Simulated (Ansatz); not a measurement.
# ClGaH2O: the cost of one run

Program: Ansatz 0.2.0. Level of theory: RKS PBE-D4/def2-SVP. These are calculated values, not measurements.

**1. The system as given**

Bond lengths: Ga1–H2 1.570 Å, Ga1–Cl3 2.240 Å, Ga1–O4 1.790 Å, O4–H5 1.010 Å. Angles: H2–Ga1–Cl3 120.0°, H2–Ga1–O4 120.0°, Cl3–Ga1–O4 120.0°, Ga1–O4–H5 109.5°.

Coordinates:

```xyz
5

Ga    0.0000    0.0000    0.0000
H     0.0000    0.0000    1.5700
Cl    1.9398    0.0000   -1.1200
O    -1.5501    0.0000   -0.8950
H    -2.0598   -0.8467   -0.6865
```

**2. Relaxing the start**

Contents of input.yaml:

```yaml
crystal:
  periodic: [false, false, false]
  atoms:
    - { symbol: Ga, position_ang: [0.0, 0.0, 0.0] }
    - { symbol: H, position_ang: [0.0, 0.0, 1.57] }
    - { symbol: Cl, position_ang: [1.9398, 0.0, -1.12] }
    - { symbol: O, position_ang: [-1.5501, 0.0, -0.895] }
    - { symbol: H, position_ang: [-2.0598, -0.8467, -0.6865] }
basis:
  gaussian: { orbitals: def2-SVP }
hamiltonian:
  xc: pbe
  dispersion: d4
relax:
  f_tol: 0.02
  max_steps: 40
```

Command:

```bash
$ ansatz run input.yaml --threads 1 --pin off --max-ram 2048MiB --backend cpu --events-out ev --progress --plain --runs-dir out
```

What time and memory should one allow on 1 thread of Intel Xeon 6975P-C (Granite Rapids), shared host?

About 6.3 s, with a peak of 0.16 GiB.
